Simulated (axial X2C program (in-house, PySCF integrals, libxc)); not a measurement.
# All-electron X2C curves of SrBe

What are the state, bond length, wavenumber and bond energy of SrBe, and what does spin–orbit coupling change?

Computed with an in-house X2C program for linear molecules on PySCF integrals. Level: all-electron X2C, Sr dyall-cv3z, Be dyall-cv3z.

All values are calculated.

### 1 Set-up

The input, task.json:

```json
{
 "zs": [
  38,
  4
 ],
 "q": 0,
 "bas": [
  "dyall-cv3z",
  "dyall-cv3z"
 ],
 "levels": [
  "PBE0",
  "HF",
  "TPSS"
 ],
 "cc": true,
 "r0": 2.87,
 "thr": -2.0,
 "nmax": 90,
 "npts": 10,
 "nst": 2,
 "ntry": 6
}
```

Keys: zs atomic numbers; q charge; bas basis sets; levels methods (HF also brings MP2); cc coupled cluster on or off; r0 starting distance in Å; thr threshold in hartree for freezing inner shells (an s shell follows its p shell); nmax most natural virtual spinors; npts points asked for on the curve; nst determinants followed; ntry starts of the search.

Started as:

```console
> python so2c.py task.json out
```

Spin-free means the one-electron spin-free X2C Hamiltonian; two-component (2c) means X2C with spin–orbit coupling and atomic mean-field two-electron Coulomb and Gaunt terms. Basis: Sr dyall-cv3z contracted to [13s12p8d5f1g], Be dyall-cv3z contracted to [8s8p3d1f]; Gaussian nuclei, density fitting. Masses: Sr 87.906 u, Be 9.012 u.

Notation: σ, π±, δ± give the projection m of an orbital's angular momentum (0, ±1, ±2), α and β its spin, Λ and M_S the sums; ω is the projection of a spinor's total angular momentum and Ω the sum. Logs are in hartree.

The results follow Hamiltonian by Hamiltonian and level by level.

### 2 Which state to follow

PBE0 moves the distance from 2.870 Å to 3.549 Å and compares determinants there.

Spin-free determinants:

```
ΔE (eV)           state                     open shells
   0.00  M_S = 0, Λ = 0                    closed shell
   0.88  M_S = 1, Λ = 0    beyond closed shells: 2 × σα
   1.06  M_S = 1, Λ = 1   beyond closed shells: σα, π+α
   1.18  M_S = 0, Λ = 1   beyond closed shells: σα, π+β
   2.09  M_S = 1, Λ = 2   beyond closed shells: σα, δ+α
   2.34  M_S = 0, Λ = 2   beyond closed shells: σα, δ+β
   2.93  M_S = 1, Λ = 0  beyond closed shells: π+α, π-α
```

Two-component determinants:

```csv
ΔE (eV),state,open shells
0.00,Ω = 0,closed shell
0.88,Ω = 1,excess of +ω over −ω: 2 × ω = 1/2
1.07,Ω = 2,"excess of +ω over −ω: ω = 1/2, ω = 3/2"
1.19,Ω = 1,"excess of +ω over −ω: ω = -1/2, ω = 3/2"
2.10,Ω = 3,"excess of +ω over −ω: ω = 1/2, ω = 5/2"
2.35,Ω = 2,"excess of +ω over −ω: ω = -1/2, ω = 5/2"
```

### 3 PBE0, spin-free

State followed: M_S = 0, Λ = 0 (closed shell). The scan is laid around 3.549 Å, a first estimate of the minimum, and this SCF restarts from the orbitals of the search.

Output at 3.549 Å:

```text
spin-free X2C-1e  PBE0
basis functions 187  fitting functions 932  grid points 5086
iter        total energy     max residual
   1      -3193.622988447     1.52e-05
   2      -3193.622988448     1.14e-05
converged
one-electron -4461.75385397  Coulomb 1353.80142517  exact exchange -26.65472836  xc functional -81.67994401  nuclear repulsion 22.66411272
```

Along the bond, energies from the lowest point:

```
R (Å)  E (eV)  μ (D)  HOMO (eV)  LUMO (eV)  iterations
3.088  0.1092  -0.73      -3.79      -1.81          10
3.230  0.0430  -0.82      -3.84      -1.72          10
3.336  0.0161  -0.88      -3.87      -1.67           9
3.442  0.0030  -0.92      -3.90      -1.64           9
3.549  0.0000  -0.95      -3.93      -1.64           2
3.673  0.0053  -0.97      -3.96      -1.63           9
3.797  0.0168  -0.98      -3.99      -1.62           9
3.957  0.0366  -0.97      -4.01      -1.61           9
4.152  0.0639  -0.93      -4.04      -1.60           9
4.436  0.1026  -0.83      -4.07      -1.57           9
```

Dipoles are positive if Be is the positive end.

Outer orbitals at the reference distance:

```json
{"symmetry": "π-α", "occupied": "yes", "ε (eV)": "-24.88", "atomic character": "100% Sr p"}
{"symmetry": "π+α", "occupied": "yes", "ε (eV)": "-24.88", "atomic character": "100% Sr p"}
{"symmetry": "σα", "occupied": "yes", "ε (eV)": "-24.83", "atomic character": "100% Sr p"}
{"symmetry": "σα", "occupied": "yes", "ε (eV)": "-6.69", "atomic character": "76% Be s, 11% Sr s, 8% Sr p"}
{"symmetry": "σα", "occupied": "yes", "ε (eV)": "-3.93", "atomic character": "66% Sr s, 21% Be p, 7% Be s"}
{"symmetry": "σα", "occupied": "no", "ε (eV)": "-1.64", "atomic character": "56% Be p, 18% Sr p, 13% Sr s"}
{"symmetry": "π-α", "occupied": "no", "ε (eV)": "-1.57", "atomic character": "66% Be p, 24% Sr p, 10% Sr d"}
{"symmetry": "π+α", "occupied": "no", "ε (eV)": "-1.57", "atomic character": "66% Be p, 24% Sr p, 10% Sr d"}
{"symmetry": "π+α", "occupied": "no", "ε (eV)": "-0.74", "atomic character": "68% Sr p, 22% Sr d, 10% Be p"}
```

PBE0 fields in the half plane through the axis: z from -2.4 to 5.7 Å across, distance from the axis 0.15 to 2.25 Å upwards; Sr lies at z = 0 and Be at z = 3.549 Å; the ELF is damped to zero where the density is low.

log10 density (e/bohr³). Ten even steps from ' ' (-3.96 ) to '@' (1.53 ):
```
........::::::::::::::::..........................      
......::::::::::::::::::::::::....::::::::::::......    
....::::::::--------::::::::::::::::::::::::::::::....  
..::::::::--------------::::::::::------------::::::....
::::::::----====++====----------------------------::::..
::::::----==++++**++++==------------==========----::::..
::::::--==++****##****++==--------======++======----::..
::::::--==++**%%@@%%**++==------======**%%++====----::::
```

ELF. Ten even steps from '0' (0.01 ) to '9' (1.00 ):
```
3688988877765200000134431000
5899875433444311113578876310
7888531111123322346899999841
8985210111001334678999999984
9862113565310246899999999997
9741137888730158999427999998
8720268213861158992000699999
8620375535572159990993199999
```

Re = 3.535 Å, ωe = 147.3 cm⁻¹, ωexe = 2.72 cm⁻¹, Be = 0.1651 cm⁻¹, De = 0.222 eV, μ = -0.94 D.

### 4 HF, spin-free

The SCF at the reference distance of 3.549 Å:

```text
spin-free X2C-1e  HF
basis functions 187  fitting functions 932  grid points 5086
iter        total energy     max residual
   1      -3191.907229506     2.74e-01
   2      -3191.924001938     4.13e-03
   3      -3191.924535479     8.00e-04
   4      -3191.924637497     3.89e-04
   5      -3191.924670911     2.04e-04
   6      -3191.924689732     7.33e-05
   7      -3191.924691332     2.83e-05
   8      -3191.924691484     1.04e-05
   9      -3191.924691494     4.25e-06
  10      -3191.924691496     6.19e-07
  11      -3191.924691496     1.53e-07
converged
one-electron -4461.15069064  Coulomb 1353.23639428  exact exchange -106.67450785  xc functional 0.00000000  nuclear repulsion 22.66411272
```

No constants are quoted: the lowest point is the long end of the scan.

### 5 TPSS, spin-free

Output at 3.549 Å:

```text
spin-free X2C-1e  TPSS
basis functions 187  fitting functions 932  grid points 5086
iter        total energy     max residual
   1      -3193.842179943     6.11e-02
   2      -3193.843080711     6.85e-03
   3      -3193.840041591     7.27e-03
   4      -3193.841362439     6.77e-03
   5      -3193.843806979     2.41e-04
   6      -3193.843807046     2.47e-04
   7      -3193.843810277     2.12e-05
   8      -3193.843810295     1.94e-05
   9      -3193.843810316     1.94e-06
  10      -3193.843810316     2.99e-07
converged
one-electron -4461.23470296  Coulomb 1353.26733779  exact exchange 0.00000000  xc functional -108.54055787  nuclear repulsion 22.66411272
```

Re = 3.461 Å, ωe = 169.5 cm⁻¹, ωexe = 2.52 cm⁻¹, Be = 0.1722 cm⁻¹, De = 0.298 eV, μ = -1.13 D.

### 6 Correlated methods, spin-free

Correlated methods: 12 electrons correlated (frozen shells, counted by type: Sr 3 s, 2 p, 1 d; Be 1 s), 242 virtual spinors in MP2, 90 natural virtuals in coupled cluster.

Output of the correlated part at 3.549 Å:

```text
correlated 12  virtual 242  natural virtual 90  E(MP2) -0.275066359  MP2 remainder -0.013496036
iter   CCSD correlation   residual
   1     -0.281191361   1.74e-01
   2     -0.292879947   8.02e-02
   3     -0.293851772   2.66e-02
   4     -0.293909870   9.90e-03
   5     -0.293981297   3.16e-03
   6     -0.293980558   1.68e-03
   7     -0.293977063   8.39e-04
   8     -0.293980755   3.32e-04
   9     -0.293978190   1.14e-04
  10     -0.293978332   5.28e-05
  11     -0.293977819   2.04e-05
  12     -0.293977828   8.61e-06
(T) -0.009931770  T1 0.0264  D1 0.0625  max T2 0.132
```

T1 in the output is the amplitude norm over the root of the electron number; divide by √2 for the Lee–Taylor value.

MP2: Re = 3.869 Å, ωe = 77.9 cm⁻¹, Be = 0.1378 cm⁻¹, De = 0.069 eV.

CCSD: No constants are quoted: the lowest point is the long end of the scan.

CCSD(T): No constants are quoted: too few points lie around the minimum for a second fit to confirm the first.

### 7 A higher determinant, spin-free

State: M_S = 1, Λ = 0 (beyond closed shells: 2 × σα).

Output at the reference distance:

```text
spin-free X2C-1e  PBE0
basis functions 187  fitting functions 932  grid points 5086
iter        total energy     max residual
   1      -3193.590604928     4.26e-06
   2      -3193.590604932     2.64e-06
   3      -3193.590604934     2.17e-06
converged
one-electron -4461.32451414  Coulomb 1353.45150200  exact exchange -26.67077338  xc functional -81.71093214  nuclear repulsion 22.66411272
```

```
R (Å)  E above the lowest PBE0 point (eV)
3.088                               0.703
3.230                               0.727
3.336                               0.766
3.442                               0.819
3.549                               0.881
3.673                               0.961
3.797                               1.044
3.957                               1.152
4.152                               1.277
```

No constants are quoted: the lowest point is the short end of the scan.

### 8 The spin-free curves together

Energy (eV) of the followed determinant, spin-free, from each level's lowest point:

```
R (Å)   PBE0     HF    MP2   CCSD  CCSD(T)   TPSS
3.088  0.109  0.405  0.173    n/a      n/a  0.091
3.230  0.043  0.282  0.093  0.113    0.076  0.030
3.336  0.016  0.215  0.055  0.073    0.043  0.008
3.442  0.003  0.163  0.030  0.045    0.022  0.000
3.549  0.000  0.124  0.014  0.027    0.009  0.003
3.673  0.005  0.089  0.004  0.013    0.002  0.015
3.797  0.017  0.064  0.000  0.005    0.000  0.034
3.957  0.037  0.039  0.000  0.000    0.001  0.063
4.152  0.064  0.019  0.005    n/a      n/a  0.101
4.436  0.103  0.000  0.014    n/a      n/a  0.152
```

### 9 PBE0, 2c

State followed: Ω = 0 (closed shell). The scan is laid around 3.549 Å, a first estimate of the minimum, and this SCF restarts from the orbitals of the search.

Output at 3.549 Å:

```text
two-component X2C + atomic mean field  PBE0
basis functions 187  fitting functions 932  grid points 5086
iter        total energy     max residual
   1      -3192.445164151     6.21e-05
   2      -3192.445163933     1.00e-04
   3      -3192.445164348     3.97e-06
   4      -3192.445164349     2.59e-07
converged
one-electron -4458.62983906  Coulomb 1353.13404840  exact exchange -26.64147092  xc functional -81.64009580  nuclear repulsion 22.66411272  atomic mean-field constant -1.33191970
```

Along the bond, energies from the lowest point:

```
R (Å)  E (eV)  μ (D)  HOMO (eV)  LUMO (eV)  iterations
3.088  0.1092  -0.73      -3.79      -1.82          10
3.230  0.0430  -0.82      -3.84      -1.73          10
3.336  0.0161  -0.88      -3.87      -1.68           9
3.442  0.0030  -0.92      -3.90      -1.65           9
3.549  0.0000  -0.95      -3.93      -1.64           4
3.673  0.0053  -0.97      -3.96      -1.63           9
3.797  0.0168  -0.98      -3.99      -1.62           9
3.957  0.0366  -0.97      -4.02      -1.61           9
4.152  0.0639  -0.93      -4.04      -1.60           9
4.436  0.1026  -0.83      -4.07      -1.57           9
```

Dipoles are positive if Be is the positive end.

Outer spinors at the reference distance:

| ω | occupied | ε (eV) | atomic character | λ mixture |
| --- | --- | --- | --- | --- |
| 1/2 | yes | -25.62 | 100% Sr p | 68% π, 32% σ |
| 3/2 | yes | -24.48 | 100% Sr p | 100% π |
| 1/2 | yes | -24.45 | 100% Sr p | 68% σ, 32% π |
| 1/2 | yes | -6.69 | 76% Be s, 11% Sr s, 8% Sr p | 100% σ |
| 1/2 | yes | -3.93 | 66% Sr s, 21% Be p, 7% Be s | 100% σ |
| 1/2 | no | -1.64 | 56% Be p, 18% Sr p, 12% Sr s | 96% σ, 4% π |
| 1/2 | no | -1.58 | 65% Be p, 24% Sr p, 10% Sr d | 96% π, 4% σ |
| 3/2 | no | -1.57 | 66% Be p, 23% Sr p, 10% Sr d | 100% π |
| 1/2 | no | -0.76 | 66% Sr p, 24% Sr d, 10% Be p | 98% π, 2% σ |

PBE0 fields in the half plane through the axis: z from -2.4 to 5.7 Å across, distance from the axis 0.15 to 2.25 Å upwards; Sr lies at z = 0 and Be at z = 3.549 Å; the ELF is damped to zero where the density is low.

log10 density (e/bohr³). Ten even steps from '0' (-3.96 ) to '9' (1.53 ):
```
1111222222221111111111111000
1112222222222221122222211100
1122223333222222222222222110
1222233333332222233333322211
2222334454433333333333333221
2223345565543333334444433221
2223456676654333344454443321
2223456898654333444685443322
```

ELF. Ten even steps from ' ' (0.01 ) to '@' (1.00 ):
```
--**%%%%@@%%%%%%######**++::          ..--====--..      
++%%@@@@%%##++==----======--........--++##%%%%##**--..  
##%%%%##++--..........::----::::--==**%%@@@@@@@@@@%%==..
%%@@%%++::..  ......    ..----==**##%%@@@@@@@@@@@@@@%%==
@@%%**::....--++**++--..  ::==**%%@@@@@@@@@@@@@@@@@@@@##
@@##==....--##%%%%%%##--  ..++%%@@@@@@==::##@@@@@@@@@@%%
%%##::  ::**%%::..--%%**....++%%@@@@::      **@@@@@@@@@@
%%**::  --##++++--++++##::..++@@@@@@  @@@@--..@@@@@@@@@@
```

Re = 3.535 Å, ωe = 147.3 cm⁻¹, ωexe = 2.72 cm⁻¹, Be = 0.1651 cm⁻¹, De = 0.222 eV, μ = -0.95 D.

### 10 HF, 2c

The SCF at the reference distance of 3.549 Å:

```text
two-component X2C + atomic mean field  HF
basis functions 187  fitting functions 932  grid points 5086
iter        total energy     max residual
   1      -3190.729481311     2.75e-01
   2      -3190.746247031     4.13e-03
   3      -3190.746781555     8.02e-04
   4      -3190.746883821     3.91e-04
   5      -3190.746917310     2.04e-04
   6      -3190.746936172     7.35e-05
   7      -3190.746937784     2.84e-05
   8      -3190.746937937     1.04e-05
   9      -3190.746937947     4.26e-06
  10      -3190.746937949     6.22e-07
  11      -3190.746937950     1.53e-07
converged
one-electron -4458.02747450  Coulomb 1352.56977924  exact exchange -106.62143572  xc functional 0.00000000  nuclear repulsion 22.66411272  atomic mean-field constant -1.33191970
```

No constants are quoted: the lowest point is the long end of the scan.

### 11 TPSS, 2c

Output at 3.549 Å:

```text
two-component X2C + atomic mean field  TPSS
basis functions 187  fitting functions 932  grid points 5086
iter        total energy     max residual
   1      -3192.663694874     6.10e-02
   2      -3192.664610600     6.86e-03
   3      -3192.661638953     7.20e-03
   4      -3192.662891644     6.75e-03
   5      -3192.665321738     2.41e-04
   6      -3192.665321902     2.43e-04
   7      -3192.665325024     2.08e-05
   8      -3192.665325040     1.98e-05
   9      -3192.665325062     1.84e-06
  10      -3192.665325062     2.93e-07
converged
one-electron -4458.11259111  Coulomb 1352.60190209  exact exchange 0.00000000  xc functional -108.48682907  nuclear repulsion 22.66411272  atomic mean-field constant -1.33191970
```

Re = 3.461 Å, ωe = 169.5 cm⁻¹, ωexe = 2.52 cm⁻¹, Be = 0.1722 cm⁻¹, De = 0.298 eV, μ = -1.13 D.

### 12 MP2 and beyond, 2c

Correlated methods: 12 electrons correlated (frozen shells, counted by type: Sr 3 s, 2 p, 1 d; Be 1 s), 242 virtual spinors in MP2, 90 natural virtuals in coupled cluster.

Output of the correlated part at 3.549 Å:

```text
correlated 12  virtual 242  natural virtual 90  E(MP2) -0.275093864  MP2 remainder -0.013499887
iter   CCSD correlation   residual
   1     -0.281198859   1.74e-01
   2     -0.292889466   8.02e-02
   3     -0.293861679   2.66e-02
   4     -0.293919596   9.90e-03
   5     -0.293991004   3.17e-03
   6     -0.293990298   1.68e-03
   7     -0.293986796   8.40e-04
   8     -0.293990493   3.33e-04
   9     -0.293987924   1.15e-04
  10     -0.293988070   5.32e-05
  11     -0.293987554   2.06e-05
  12     -0.293987565   8.76e-06
(T) -0.009935597  T1 0.0264  D1 0.0625  max T2 0.132
```

MP2: Re = 3.869 Å, ωe = 77.9 cm⁻¹, Be = 0.1377 cm⁻¹, De = 0.069 eV.

CCSD: No constants are quoted: the lowest point is the long end of the scan.

CCSD(T): No constants are quoted: too few points lie around the minimum for a second fit to confirm the first.

### 13 A higher determinant, 2c

State: Ω = 1 (excess of +ω over −ω: 2 × ω = 1/2).

Output at the reference distance:

```text
two-component X2C + atomic mean field  PBE0
basis functions 187  fitting functions 932  grid points 5086
iter        total energy     max residual
   1      -3192.412803315     3.70e-06
   2      -3192.412803318     2.59e-06
   3      -3192.412803318     2.16e-06
converged
one-electron -4458.20944532  Coulomb 1352.79316546  exact exchange -26.65752509  xc functional -81.67119140  nuclear repulsion 22.66411272  atomic mean-field constant -1.33191970
```

```
R (Å)  E above the lowest PBE0 point (eV)
3.088                               0.702
3.230                               0.726
3.336                               0.766
3.442                               0.819
3.549                               0.881
3.673                               0.960
3.797                               1.044
3.957                               1.152
4.152                               1.277
```

No constants are quoted: the lowest point is the short end of the scan.

### 14 The 2c curves together

Energy (eV) of the followed determinant, 2c, from each level's lowest point:

```
R (Å)   PBE0     HF    MP2   CCSD  CCSD(T)   TPSS
3.088  0.109  0.406  0.173    n/a      n/a  0.091
3.230  0.043  0.282  0.093  0.113    0.077  0.030
3.336  0.016  0.215  0.055  0.073    0.043  0.008
3.442  0.003  0.164  0.030  0.045    0.022  0.000
3.549  0.000  0.124  0.014  0.027    0.009  0.003
3.673  0.005  0.090  0.004  0.013    0.002  0.015
3.797  0.017  0.064  0.000  0.005    0.000  0.034
3.957  0.037  0.040  0.000  0.000    0.001  0.063
4.152  0.064  0.019  0.005    n/a      n/a  0.101
4.436  0.103  0.000  0.014    n/a      n/a  0.152
```

The whole job took 3 min on 1 thread of Arm Neoverse N1, shared host.

### 15 What came out

Lowest determinant that the search found at its distance, spin-free: M_S = 0, Λ = 0 (closed shell).

Lowest determinant that the search found at its distance, 2c: Ω = 0 (closed shell).

```
Hamiltonian  level  Re (Å)  ωe (cm⁻¹)  De (eV)  μ (D)
  spin-free   PBE0   3.535      147.3    0.222  -0.94
  spin-free    MP2   3.869       77.9    0.069    n/a
  spin-free   TPSS   3.461      169.5    0.298  -1.13
         2c   PBE0   3.535      147.3    0.222  -0.95
         2c    MP2   3.869       77.9    0.069    n/a
         2c   TPSS   3.461      169.5    0.298  -1.13
```

Dipoles are positive if Be is the positive end. No constants: spin-free HF (the lowest point is the long end of the scan); spin-free CCSD (the lowest point is the long end of the scan); spin-free CCSD(T) (too few points lie around the minimum for a second fit to confirm the first); 2c HF (the lowest point is the long end of the scan); 2c CCSD (the lowest point is the long end of the scan); 2c CCSD(T) (too few points lie around the minimum for a second fit to confirm the first).

Time per point (s) on 1 thread of Arm Neoverse N1, shared host (2c runs); the times are rough: PBE0 0.45, MP2 0.62, TPSS 0.66.

At MP2, going from spin-free to two-component changes Re by +1 mÅ, ωe by -0.1 %; the spin-free picture holds up (part of it comes from the scalar share of the two-electron terms). De moves by 0.00 eV; both De rest on single-determinant atoms, which can miss part of an open shell's spin–orbit lowering.

De refers to Sr + Be, each in the lowest determinant found, which need not be this curve's own limit. The state is a single determinant with fixed occupations, the lowest that a limited PBE0 search found. Closed shells are restricted here (equal orbitals for both partners), which fails at long range if the bond breaks into open shells. Dissociation energies refer to the lowest single-determinant-based atoms at the same level and basis. The meta-GGAs lack a current-density term, which matters for open shells with orbital currents, atoms included.
